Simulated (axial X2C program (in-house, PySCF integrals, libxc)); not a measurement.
# CuO: EOM-IP-CCSD levels

Aim: EOM-IP-CCSD levels of CuO, with spin–orbit coupling in the Hamiltonian from the start.

Program: an in-house X2C program for linear molecules on PySCF integrals. Level of theory: two-component X2C with atomic mean-field terms, Cu dyall-acv3z, O dyall-av3z. These are calculated values, not measurements.

**1. Input**

task.json reads:

```json
{"zs": [29, 8], "q": 0, "bas": ["dyall-acv3z", "dyall-av3z"], "r0": 1.72, "eom": "ip", "rq": -1, "thr": -2.0, "nmax": 95, "grid": [1, 0.96, 1.045, 0.92, 1.09, 1.15]}
```

Keys: zs atomic numbers; q charge; bas basis sets; r0 starting distance in Å; eom kind of EOM run; thr threshold in hartree for freezing inner shells (an s shell follows its p shell); nmax most natural virtual spinors; grid distances as factors.

Run with:

```console
python soeom.py task.json out
```

The runs that follow: EOM-IP-CCSD at 1.672 Å.

What does the calculation give? Wanted: next root led by one particle; T1 of the reference.

As calculated:

| quantity | value |
| --- | --- |
| lowest root at 1.672 Å | Ω = 3/2, 1.665 eV |
| next root led by one particle | Ω = 1/2, about 180 cm⁻¹ higher |
| T1 of the reference | 0.038 |

In words: Removing an electron from the reference determinant of CuO⁻ costs 1.66 eV and empties a spinor of 76% O pπ, 15% Cu dπ, 8% Cu pπ. Errors of 0.1 to 0.3 eV are usual at this size, and roots led by higher excitations are left out, so the list is incomplete, and low states of that kind can be missing. T1 or the largest double amplitude of the reference is raised, which lowers the reliability.
